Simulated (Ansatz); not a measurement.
**CH5ClNSi radical: basis-set convergence**

An exercise on one series of results from a longer session: the logs are not shown, and one member is left open.

The runs use Ansatz 0.2.0, Gaussian basis; one geometry, several basis sets.

The runs, in order: PBE0-D4/def2-SVP; ωB97M-V/def2-SVP; PBE0-D4/def2-QZVPP; ωB97M-V/def2-QZVPP; the functionals' def2-TZVPP values are taken from earlier runs.

### Structure used throughout

An earlier PBE0-D4 in a triple-zeta def2 set relaxation fixed the geometry.

9 atoms, charge 0, spin multiplicity 2.

Atoms are counted from 1 here; the program's logs count them from 0.

Bond lengths: C1–Si2 1.870 Å, C1–H5 1.091 Å, C1–H6 1.093 Å, C1–H7 1.094 Å, Si2–N3 1.719 Å, Si2–Cl4 2.076 Å, N3–H8 1.009 Å, N3–H9 1.008 Å. Angles: Si2–C1–H5 110.5°, Si2–C1–H6 110.4°, Si2–C1–H7 109.7°, H5–C1–H6 108.2°, H5–C1–H7 109.0°, H6–C1–H7 109.0°, C1–Si2–N3 108.4°, C1–Si2–Cl4 109.9°, N3–Si2–Cl4 106.2°, Si2–N3–H8 119.2°, Si2–N3–H9 119.8°, H8–N3–H9 111.2°.

As a file:

```xyz
9
CH5ClNSi
C    -0.7356    0.7422   -0.8576
Si    0.7996   -0.1498   -0.2721
N     0.6160   -0.5081    1.3989
Cl    0.9677   -1.9775   -1.2419
H    -0.6656    0.9637   -1.9236
H    -0.8566    1.6858   -0.3192
H    -1.6154    0.1172   -0.6810
H     0.3196    0.2213    2.0295
H     1.2585   -1.1408    1.8499
```

Set-up of the first run:

in.yaml

```yaml
crystal:
  periodic: [false, false, false]
  atoms:
    - {symbol: C, position_ang: [-0.735581, 0.742208, -0.857589]}
    - {symbol: Si, position_ang: [0.799637, -0.149837, -0.272086]}
    - {symbol: N, position_ang: [0.616045, -0.508133, 1.398880]}
    - {symbol: Cl, position_ang: [0.967735, -1.977469, -1.241867]}
    - {symbol: H, position_ang: [-0.665580, 0.963660, -1.923554]}
    - {symbol: H, position_ang: [-0.856596, 1.685778, -0.319217]}
    - {symbol: H, position_ang: [-1.615361, 0.117224, -0.681002]}
    - {symbol: H, position_ang: [0.319616, 0.221283, 2.029524]}
    - {symbol: H, position_ang: [1.258483, -1.140815, 1.849912]}
basis:
  gaussian: {orbitals: def2-SVP}
magnetization: {spin_polarized: true, initial_magnetization: 1}
hamiltonian: {xc: pbe0, dispersion: d4}
output: {orbitals: {seedname: orbitals}}
```

On the command line:

```
$ ansatz run in.yaml --threads 4 --pin off --events-out ev --progress --plain --max-ram 10444MiB
```

Steps of the session up to this table: PBE0-D4 in def2-SVP; ωB97M-V in def2-SVP; PBE0-D4 in def2-QZVPP; ωB97M-V in def2-QZVPP.

One of the session's tables, all rows but one given; the rest of the session is left out.

It belongs to the step «Density functionals: the series». 

```
functional       basis  HOMO (eV)  LUMO (eV)
   PBE0-D4    def2-SVP          ?          ?
   PBE0-D4  def2-TZVPP      -5.42      -1.79
   PBE0-D4  def2-QZVPP      -5.48      -1.89
   ωB97M-V    def2-SVP      -7.00      -0.03
   ωB97M-V  def2-TZVPP      -7.19      -0.25
   ωB97M-V  def2-QZVPP      -7.25      -0.40
```

**Question.** Estimate the row for PBE0-D4, def2-SVP.

**Answer.** HOMO (eV): -5.25; LUMO (eV): -1.66. In the column «HOMO (eV)» it is the highest.
